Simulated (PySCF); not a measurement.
# C3H9NSi2: a tour of settings

Aim: see how C3H9NSi2 (`C[SiH2]C[SiH2]C#N`) answers to the choice of functional, basis, grid and SCF options, and what happens with inputs that are wrong on purpose.

Computed with PySCF 2.14.0, with density-fitted response routines of our own, on a single molecule in the gas phase. Atoms count from 0, in the outputs and in this text.

### 1 The molecule as given

15 atoms, charge 0, multiplicity 1; geometry from: GFN2-xTB.

Bonds of the start (Å): C0–Si1 1.89, Si1–C2 1.91, C2–Si3 1.89, Si3–C4 1.87, C4–N5 1.15, C0–H6 1.09, C0–H7 1.09, C0–H8 1.09, Si1–H9 1.47, Si1–H10 1.47, C2–H11 1.09, C2–H12 1.09, Si3–H13 1.47, Si3–H14 1.47.

### 2 NMR shieldings: PBE0/pcSseg-1

Job settings and geometry (Å):

```
{"job": {"kind": "nmr", "xc": "PBE0", "basis": "pcSseg-1"}, "charge": 0, "multiplicity": 1}
C      1.909803     0.665358    -0.406531
Si     1.051167    -1.005726    -0.638703
C     -0.576698    -1.060382     0.363472
Si    -1.988785     0.052359    -0.235205
C     -1.442093     1.832857    -0.070618
N     -1.112085     2.925557     0.030008
H      2.820501     0.718071    -0.995543
H      1.272258     1.490852    -0.709999
H      2.182672     0.830832     0.632146
H      0.745630    -1.236365    -2.057422
H      1.919669    -2.090652    -0.156473
H     -0.355137    -0.823968     1.405499
H     -0.941794    -2.088086     0.361473
H     -2.301076    -0.143104    -1.653257
H     -3.188447    -0.059613     0.603586
```

Method: GIAO PBE0/pcSseg-1 NMR shielding, non-relativistic, gas phase.

Run with:

```sh
$ OMP_NUM_THREADS=1 python probes_run.py task.json out
```

This one command runs all jobs of the session in turn.

Log:

```text
coarse grid: 13152 points
cycle   1  E = -752.8799141800  dE =  2.301e-01  |g| = 5.188e-01  |ddm| = 3.412e+00
cycle   2  E = -752.7797132522  dE =  1.002e-01  |g| = 8.383e-01  |ddm| = 9.425e-01
cycle   3  E = -752.9375653398  dE = -1.579e-01  |g| = 2.219e-01  |ddm| = 5.992e-01
cycle   4  E = -752.9480243577  dE = -1.046e-02  |g| = 3.680e-02  |ddm| = 1.415e-01
cycle   5  E = -752.9483345104  dE = -3.102e-04  |g| = 1.027e-02  |ddm| = 3.950e-02
cycle   6  E = -752.9483624122  dE = -2.790e-05  |g| = 2.037e-03  |ddm| = 1.141e-02
cycle   7  E = -752.9483634280  dE = -1.016e-06  |g| = 6.239e-04  |ddm| = 2.265e-03
final grid: 116816 points
cycle   8  E = -752.9814439018  dE = -2.154e-05  |g| = 6.250e-03  |ddm| = 1.905e-02
cycle   9  E = -752.9814395709  dE =  4.331e-06  |g| = 7.477e-03  |ddm| = 1.057e-02
cycle  10  E = -752.9814532957  dE = -1.372e-05  |g| = 1.346e-03  |ddm| = 5.943e-03
cycle  11  E = -752.9814536588  dE = -3.631e-07  |g| = 4.037e-04  |ddm| = 8.930e-04
cycle  12  E = -752.9814536933  dE = -3.450e-08  |g| = 7.509e-05  |ddm| = 2.985e-04
cycle  13  E = -752.9814536946  dE = -1.307e-09  |g| = 2.283e-05  |ddm| = 7.884e-05
cycle  14  E = -752.9814536947  dE = -1.260e-10  |g| = 6.836e-06  |ddm| = 2.654e-05
converged SCF energy = -752.9814536947

GIAO shielding tensors (ppm)
atom      isotropic    diamagn.    paramagn.     s11        s22        s33       span
  0 C      192.407     255.400     -62.992    188.684    190.427    198.111      9.427
  1 Si     390.438     881.139    -490.701    354.640    389.970    426.705     72.065
  2 C      195.683     259.347     -63.664    188.450    191.757    206.841     18.390
  3 Si     418.096     879.555    -461.459    387.112    399.920    467.255     80.143
  4 C       60.433     264.102    -203.669    -57.730    -48.227    287.256    344.986
  5 N      -98.732     337.976    -436.708   -295.769   -292.759    292.332    588.101
  6 H       31.508      29.780       1.728     26.820     27.818     39.886     13.066
  7 H       30.595      34.493      -3.898     24.794     29.147     37.844     13.049
  8 H       31.396      32.683      -1.287     27.378     28.680     38.131     10.753
  9 H       27.377      30.102      -2.725     24.157     25.678     32.296      8.140
 10 H       27.192      29.527      -2.334     23.269     25.364     32.944      9.675
 11 H       31.593      33.792      -2.199     27.395     28.745     38.639     11.244
 12 H       31.898      31.068       0.830     26.241     28.804     40.649     14.408
 13 H       27.286      28.314      -1.028     24.431     25.111     32.316      7.886
 14 H       27.065      27.250      -0.184     23.310     24.997     32.889      9.579
```

It took 29 s on 1 thread of Arm Neoverse N1, shared host; peak memory 0.74 GiB.

Shifts follow as δ = σ(reference) − σ, with reference shieldings (ppm) from runs at the same level and on the same kind of geometry: ¹H TMS 31.72, ¹³C TMS 186.9, ²⁹Si TMS 349.2, ¹⁵N NH3 267.7. The references are single molecules in the gas phase, so shifts against H2O, NH3, PH3, H3PO4 or CFCl3 are not on the usual liquid scales and can be off by tens of ppm. Atoms listed in one row are averaged.

```
     atoms                               environment  σ (ppm)  δ (ppm)  δ scaled to CDCl3
        C4                            nitrile carbon     60.4    126.5              121.5
        C0                methyl carbon bonded to Si    192.4     -5.5               -7.3
        C2                    sp3 CH2 bonded to 2 Si    195.7     -8.8              -10.5
  H13, H14       hydrogen on a silicon bonded to 2 C    27.18     4.54                  –
   H9, H10       hydrogen on a silicon bonded to 2 C    27.28     4.43                  –
H6, H7, H8  hydrogen on a methyl carbon bonded to Si    31.17     0.55               0.62
  H11, H12     hydrogen on an sp3 CH2 bonded to 2 Si    31.75    -0.03               0.08
       Si1                silicon bonded to 2 C, 2 H    390.4    -41.3                  –
       Si3                silicon bonded to 2 C, 2 H    418.1    -68.9                  –
        N5                          nitrile nitrogen    -98.7    366.5                  –
```

The scaled column applies a straight-line fit of computed shieldings to shifts measured in CDCl3 (root-mean-square error 0.16 ppm for H, 1.9 ppm for C).

Charges from the same density, by scheme (e):

```
atoms  Mulliken    IAO  Hirshfeld  ESP fit
   C0     -0.63  -0.72      -0.21    -0.62
  Si1      0.63   0.77       0.35     0.65
   C2     -0.86  -0.83      -0.24    -0.55
  Si3      0.71   0.76       0.39     0.53
   C4     -0.20  -0.16      -0.03     0.14
   N5     -0.21  -0.20      -0.20    -0.39
```

Mayer bond orders: C0–Si1 0.98, Si1–C2 0.88, C2–Si3 0.95, Si3–C4 0.81, C4–N5 2.92.

### 3 Excited states and response: PBE0/def2-SVPD

The job, as its differences from that of step 2:

```diff
@@ -1,2 +1,2 @@
-{"job": {"kind": "nmr", "xc": "PBE0", "basis": "pcSseg-1"}, "charge": 0, "multiplicity": 1}
+{"job": {"kind": "uv", "xc": "PBE0", "basis": "def2-SVPD", "nstates": 6, "ntriplets": 2}, "charge": 0, "multiplicity": 1}
 C      1.909803     0.665358    -0.406531
```

With the program's defaults for keys left out, this is: TDDFT PBE0/def2-SVPD, vertical, gas phase, core orbitals frozen in the response.

Log:

```text
coarse grid: 13152 points
cycle   1  E = -752.5627774782  dE =  1.956e-01  |g| = 4.930e-01  |ddm| = 4.560e+00
cycle   2  E = -752.4660885748  dE =  9.669e-02  |g| = 8.077e-01  |ddm| = 1.464e+00
cycle   3  E = -752.6167617063  dE = -1.507e-01  |g| = 2.133e-01  |ddm| = 9.269e-01
cycle   4  E = -752.6266901135  dE = -9.928e-03  |g| = 3.758e-02  |ddm| = 2.113e-01
cycle   5  E = -752.6270275727  dE = -3.375e-04  |g| = 9.823e-03  |ddm| = 6.092e-02
cycle   6  E = -752.6270565879  dE = -2.902e-05  |g| = 2.024e-03  |ddm| = 1.578e-02
cycle   7  E = -752.6270576375  dE = -1.050e-06  |g| = 6.054e-04  |ddm| = 3.111e-03
final grid: 116816 points
cycle   8  E = -752.7204423025  dE = -2.138e-05  |g| = 6.056e-03  |ddm| = 6.446e-02
cycle   9  E = -752.7204378673  dE =  4.435e-06  |g| = 7.330e-03  |ddm| = 1.568e-02
cycle  10  E = -752.7204516913  dE = -1.382e-05  |g| = 1.210e-03  |ddm| = 8.317e-03
cycle  11  E = -752.7204520095  dE = -3.183e-07  |g| = 2.556e-04  |ddm| = 1.163e-03
cycle  12  E = -752.7204520244  dE = -1.492e-08  |g| = 7.653e-05  |ddm| = 4.100e-04
cycle  13  E = -752.7204520259  dE = -1.481e-09  |g| = 2.227e-05  |ddm| = 1.227e-04
cycle  14  E = -752.7204520261  dE = -1.394e-10  |g| = 5.298e-06  |ddm| = 3.407e-05
converged SCF energy = -752.7204520261

Static polarisability (au): isotropic 90.875, principal 75.968 97.077 99.580

Singlet excitations
state   eV       nm        f      main configurations
  1   7.0902    174.9   0.01153   H->L+1 0.28, H-3->L 0.22, H-4->L+1 0.16
  2   7.2578    170.8   0.02083   H->L 0.62, H-3->L+1 0.13, H->L+1 0.11
  3   7.3647    168.3   0.02152   H-3->L 0.31, H->L+1 0.24, H-1->L 0.18
  4   7.5282    164.7   0.01387   H-1->L 0.61, H-3->L 0.18
  5   7.6913    161.2   0.00436   H-1->L+1 0.51, H->L+1 0.10, H-1->L 0.09
  6   7.7460    160.1   0.01138   H-4->L 0.20, H-1->L+1 0.19, H-2->L 0.18

Triplet excitations (Tamm-Dancoff, eV): 5.9043 6.4105
```

Run time: 44 s. Hardware: 1 thread of Arm Neoverse N1, shared host; peak memory 0.76 GiB.

Frontier orbitals and where they lie:

```
orbital     eV                        atoms
 HOMO−3  -9.73   N5 32 %, C4 26 %, Si3 12 %
 HOMO−2  -9.42   Si1 29 %, H9 28 %, C2 13 %
 HOMO−1  -9.12   C0 36 %, Si1 23 %, C2 12 %
   HOMO  -8.97  C2 27 %, Si1 18 %, H10 14 %
   LUMO  -0.55   Si3 23 %, C4 22 %, N5 21 %
 LUMO+1  -0.35   N5 27 %, C4 26 %, Si3 22 %
 LUMO+2   0.44  Si3 29 %, C4 12 %, H14 11 %
```

With each of the 6 states as a Gaussian band of 0.4 eV half-width at 1/e, the curve within the window shown has maxima at 168 nm (ε 2,700) L/(mol cm). Beyond the last state computed it falls off for lack of states. The curve at chosen wavelengths:

nm, ε (L/mol/cm) and a bar:
```
      154        515 #####
      155        662 ######
      157       1015 ###########
      158       1213 #############
      160       1631 ##################
      161       1839 ####################
      163       2221 ########################
      164       2382 ##########################
      166       2615 #############################
      167       2677 ##############################
      168       2700 ##############################
      170       2626 #############################
      171       2532 ############################
      173       2254 #########################
      174       2081 #######################
      176       1701 ##################
      177       1506 ################
      178       1316 ##############
      180        967 ##########
      181        813 ########
      183        555 #####
      184        450 ####
      186        286 ##
      187        225 #
      189        134 
      190        102
```

Further results of this job:

```
           property  computed
  dipole moment (D)      3.45
polarisability (Å³)     13.47
 HOMO–LUMO gap (eV)      8.42
      −ε(HOMO) (eV)      8.97
```

### 4 NMR shieldings: LDA/pcSseg-1

The job, as its differences from that of step 3:

```diff
@@ -1,2 +1,2 @@
-{"job": {"kind": "uv", "xc": "PBE0", "basis": "def2-SVPD", "nstates": 6, "ntriplets": 2}, "charge": 0, "multiplicity": 1}
+{"job": {"kind": "nmr", "xc": "LDA", "basis": "pcSseg-1", "pop": true}, "charge": 0, "multiplicity": 1}
 C      1.909803     0.665358    -0.406531
```

With the program's defaults for keys left out, this is: GIAO LDA/pcSseg-1 NMR shielding, non-relativistic, gas phase.

Log:

```text
coarse grid: 13152 points
cycle   1  E = -749.3843654348  dE =  2.068e-01  |g| = 7.026e-01  |ddm| = 3.495e+00
cycle   2  E = -749.0749201250  dE =  3.094e-01  |g| = 1.277e+00  |ddm| = 1.642e+00
cycle   3  E = -749.4659740508  dE = -3.911e-01  |g| = 4.443e-01  |ddm| = 1.207e+00
cycle   4  E = -749.5076151082  dE = -4.164e-02  |g| = 8.684e-02  |ddm| = 2.666e-01
cycle   5  E = -749.5094518334  dE = -1.837e-03  |g| = 2.360e-02  |ddm| = 1.038e-01
cycle   6  E = -749.5095873187  dE = -1.355e-04  |g| = 9.237e-03  |ddm| = 3.101e-02
cycle   7  E = -749.5096103388  dE = -2.302e-05  |g| = 2.251e-03  |ddm| = 1.052e-02
cycle   8  E = -749.5096116688  dE = -1.330e-06  |g| = 4.561e-04  |ddm| = 2.435e-03
final grid: 116816 points
cycle   9  E = -749.5507445533  dE = -2.702e-05  |g| = 2.857e-03  |ddm| = 1.831e-02
cycle  10  E = -749.5507405024  dE =  4.051e-06  |g| = 4.932e-03  |ddm| = 6.245e-03
cycle  11  E = -749.5507463797  dE = -5.877e-06  |g| = 1.227e-03  |ddm| = 4.236e-03
cycle  12  E = -749.5507466439  dE = -2.642e-07  |g| = 5.378e-04  |ddm| = 9.118e-04
cycle  13  E = -749.5507467096  dE = -6.573e-08  |g| = 9.318e-05  |ddm| = 4.026e-04
cycle  14  E = -749.5507467119  dE = -2.229e-09  |g| = 2.347e-05  |ddm| = 1.064e-04
cycle  15  E = -749.5507467120  dE = -1.403e-10  |g| = 6.587e-06  |ddm| = 2.944e-05
converged SCF energy = -749.5507467120

GIAO shielding tensors (ppm)
atom      isotropic    diamagn.    paramagn.     s11        s22        s33       span
  0 C      190.033     254.980     -64.947    185.385    188.023    196.691     11.306
  1 Si     360.491     882.791    -522.300    319.445    361.340    400.688     81.242
  2 C      190.868     257.877     -67.009    183.456    186.126    203.022     19.566
  3 Si     392.822     881.361    -488.539    361.146    371.815    445.505     84.360
  4 C       55.940     262.789    -206.850    -63.612    -52.640    284.071    347.683
  5 N     -106.139     339.062    -445.201   -303.788   -300.494    285.865    589.653
  6 H       31.089      29.369       1.720     26.344     27.451     39.473     13.129
  7 H       30.109      33.893      -3.784     24.231     28.787     37.309     13.078
  8 H       30.950      32.103      -1.153     26.964     28.248     37.638     10.674
  9 H       26.619      29.633      -3.014     23.425     25.015     31.418      7.992
 10 H       26.404      29.040      -2.636     22.470     24.677     32.066      9.596
 11 H       30.988      33.002      -2.014     26.781     28.370     37.815     11.034
 12 H       31.321      30.466       0.855     25.630     28.433     39.898     14.268
 13 H       26.564      27.982      -1.418     23.729     24.435     31.527      7.797
 14 H       26.291      26.886      -0.595     22.549     24.230     32.096      9.546
```

Run time: 32 s. Hardware: 1 thread of Arm Neoverse N1, shared host; peak memory 0.6 GiB.

This run: δ C4 127.4, C0 -6.7, C2 -7.6, Si1 -46.3, H13 4.85, H9 4.76 ppm (means over like atoms).

### 5 Excited states and response: HSE06/pcseg-1

Job settings and geometry (Å):

```
{"job": {"kind": "uv", "xc": "HSE06", "basis": "pcseg-1", "nstates": 1, "ntriplets": 5, "tda": false, "scf": {"max_cycle": 63}}, "charge": 0, "multiplicity": 1}
C      1.967097     0.685319    -0.418727
Si     1.082702    -1.035898    -0.657864
C     -0.593999    -1.092193     0.374376
Si    -2.048449     0.053930    -0.242261
C     -1.485356     1.887843    -0.072737
N     -1.145448     3.013324     0.030908
H      2.905116     0.739613    -1.025409
H      1.310426     1.535578    -0.731299
H      2.248152     0.855757     0.651110
H      0.767999    -1.273456    -2.119145
H      1.977259    -2.153372    -0.161167
H     -0.365791    -0.848687     1.447664
H     -0.970048    -2.150729     0.372317
H     -2.370108    -0.147397    -1.702855
H     -3.284100    -0.061401     0.621694
```

Level: TDDFT HSE06/pcseg-1, vertical, gas phase, core orbitals frozen in the response.

Log:

```text
final grid: 116816 points
cycle   1  E = -752.9424855571  dE = -9.792e-02  |g| = 4.539e-01  |ddm| = 3.735e+00
cycle   2  E = -752.8061894811  dE =  1.363e-01  |g| = 8.734e-01  |ddm| = 1.105e+00
cycle   3  E = -752.9863513750  dE = -1.802e-01  |g| = 2.348e-01  |ddm| = 7.353e-01
cycle   4  E = -752.9986795119  dE = -1.233e-02  |g| = 4.124e-02  |ddm| = 1.891e-01
cycle   5  E = -752.9990952355  dE = -4.157e-04  |g| = 1.136e-02  |ddm| = 5.226e-02
cycle   6  E = -752.9991354487  dE = -4.021e-05  |g| = 2.685e-03  |ddm| = 1.611e-02
cycle   7  E = -752.9991373796  dE = -1.931e-06  |g| = 7.045e-04  |ddm| = 3.321e-03
cycle   8  E = -752.9991375518  dE = -1.723e-07  |g| = 1.118e-04  |ddm| = 8.601e-04
cycle   9  E = -752.9991375415  dE =  1.031e-08  |g| = 3.098e-05  |ddm| = 1.852e-04
cycle  10  E = -752.9991375418  dE = -2.860e-10  |g| = 6.631e-06  |ddm| = 4.177e-05
converged SCF energy = -752.9991375418

Static polarisability (au): isotropic 85.560, principal 70.849 91.322 94.508

Singlet excitations
state   eV       nm        f      main configurations
  1   6.8126    182.0   0.00440   H-3->L 0.36, H->L+1 0.13, H-4->L+1 0.12

Triplet excitations (Tamm-Dancoff, eV): 5.5303 6.0637 6.0685 6.7806 6.7891
```

Run time: 34 s. Hardware: 1 thread of Arm Neoverse N1, shared host; peak memory 0.72 GiB.

All coordinates were scaled by 1.03, so these values belong to a distorted geometry and are kept out of the summary. Its HOMO lies at -8.54 eV, against -8.97 eV in step 3 (PBE0/def2-SVPD), a different level, so the two don't compare directly.

### 6 NMR shieldings: BHandHLYP/6-311G**

Job settings and geometry (Å):

```
{"job": {"kind": "nmr", "xc": "BHandHLYP", "basis": "6-311G**", "pop": false, "scf": {"diis": false, "max_cycle": 57}}, "charge": 0, "multiplicity": 1}
C      1.909803     0.665358    -0.406531
Si     1.051167    -1.005726    -0.638703
C     -0.576698    -1.060382     0.363472
Si    -1.988785     0.052359    -0.235205
C     -1.442093     1.832857    -0.070618
N     -1.112085     2.925557     0.030008
H      2.820501     0.718071    -0.995543
H      1.272258     1.490852    -0.709999
H      2.182672     0.830832     0.632146
H      0.745630    -1.236365    -2.057422
H      1.919669    -2.090652    -0.156473
H     -0.355137    -0.823968     1.405499
H     -0.941794    -2.088086     0.361473
H     -2.301076    -0.143104    -1.653257
H     -3.188447    -0.059613     0.603586
```

Level: GIAO BHandHLYP/6-311G** NMR shielding, non-relativistic, gas phase.

Log:

```text
final grid: 116816 points
cycle   1  E = -753.3669756353  dE =  2.815e-01  |g| = 4.917e-01  |ddm| = 2.899e+00
cycle   2  E = -753.3334039147  dE =  3.357e-02  |g| = 6.659e-01  |ddm| = 7.302e-01
cycle   3  E = -753.1796558288  dE =  1.537e-01  |g| = 1.104e+00  |ddm| = 9.034e-01
cycle   4  E = -752.7401828654  dE =  4.395e-01  |g| = 1.715e+00  |ddm| = 1.569e+00
cycle   5  E = -751.9061490547  dE =  8.340e-01  |g| = 2.693e+00  |ddm| = 2.272e+00
cycle   6  E = -747.3968627287  dE =  4.509e+00  |g| = 3.767e+00  |ddm| = 6.729e+00
cycle   7  E = -731.1740143941  dE =  1.622e+01  |g| = 7.561e+00  |ddm| = 1.431e+01
cycle   8  E = -698.4482976541  dE =  3.273e+01  |g| = 1.070e+01  |ddm| = 1.754e+01
cycle   9  E = -549.9819768298  dE =  1.485e+02  |g| = 1.691e+01  |ddm| = 2.248e+01
cycle  10  E = -526.9097121276  dE =  2.307e+01  |g| = 3.560e+01  |ddm| = 3.996e+01
[... 37 cycles left out ...]
cycle  48  E = -385.1513814683  dE = -3.234e+01  |g| = 3.310e+01  |ddm| = 4.238e+01
cycle  49  E = -352.8098610534  dE =  3.234e+01  |g| = 3.732e+01  |ddm| = 4.238e+01
cycle  50  E = -385.1513814683  dE = -3.234e+01  |g| = 3.310e+01  |ddm| = 4.238e+01
cycle  51  E = -352.8098610534  dE =  3.234e+01  |g| = 3.732e+01  |ddm| = 4.238e+01
cycle  52  E = -385.1513814683  dE = -3.234e+01  |g| = 3.310e+01  |ddm| = 4.238e+01
cycle  53  E = -352.8098610534  dE =  3.234e+01  |g| = 3.732e+01  |ddm| = 4.238e+01
cycle  54  E = -385.1513814683  dE = -3.234e+01  |g| = 3.310e+01  |ddm| = 4.238e+01
cycle  55  E = -352.8098610534  dE =  3.234e+01  |g| = 3.732e+01  |ddm| = 4.238e+01
cycle  56  E = -385.1513814683  dE = -3.234e+01  |g| = 3.310e+01  |ddm| = 4.238e+01
cycle  57  E = -352.8098610534  dE =  3.234e+01  |g| = 3.732e+01  |ddm| = 4.238e+01
SCF not converged, last energy = -352.8098610534
```

It took 69 s on 1 thread of Arm Neoverse N1, shared host; peak memory 0.69 GiB.

Why it failed: The SCF swings between two densities 32.34 Eh apart: plain iteration without DIIS overshoots. Cure: turn DIIS on. Numbers printed on the way are no properties of the molecule.

### 7 Run by run: NMR shifts

Shifts (ppm) of some atoms, chosen among heavy atoms and hydrogens apart, means over like atoms, with basis size and wall time:

```
          run    C0    C2   H13    H9    Si1    Si3     N5  functions  time
PBE0/pcSseg-1  -5.5  -8.8  4.54  4.43  -41.3  -68.9  366.5        161  29 s
 LDA/pcSseg-1  -6.7  -7.6  4.85  4.76  -46.3  -78.6  380.1        161  32 s
```

### 8 Summary of results

| quantity | value |
| --- | --- |
| ¹³C shifts against TMS (PBE0/pcSseg-1) | 126.5, -5.5, -8.8 ppm |
| ¹H shifts against TMS (PBE0/pcSseg-1, means over atoms taken as alike) | 4.54, 4.43, 0.55, -0.03 ppm |
| ²⁹Si shifts against TMS (PBE0/pcSseg-1) | -41.3, -68.9 ppm |
| ¹⁵N shifts against NH3 (PBE0/pcSseg-1) | 366.5 ppm |
| lowest singlet (PBE0/def2-SVPD) | 7.09 eV (175 nm), f = 0.012 |
| brightest single state of those computed | state 3, 7.36 eV, f = 0.022 |
| lowest triplet | 5.90 eV |
| range of the shift of N5 | 366.5 to 380.1 ppm |
| property runs in this session | 5, of which 1 failed and 1 gave unsound results |

What this shows: Single values in the summary come from the first sound run of each kind (PBE0/pcSseg-1; PBE0/def2-SVPD), which need not be the best level. At PBE0/pcSseg-1: The widest tensor belongs to N5: span 588 ppm, with a paramagnetic part of -437 ppm. The first singlet state (HOMO→LUMO+1 0.28, HOMO−3→LUMO 0.22) lies at 7.09 eV and is weak; of the 6 states computed, the strongest absorption comes from state 3 at 7.36 eV. The lowest triplet lies 1.19 eV below the lowest singlet (triplets in Tamm-Dancoff, singlets in full TDDFT). Across the 2 runs the shift of N5 moves most, between 366.5 (PBE0/pcSseg-1) and 380.1 ppm (LDA/pcSseg-1). Part of that comes from the computed reference.
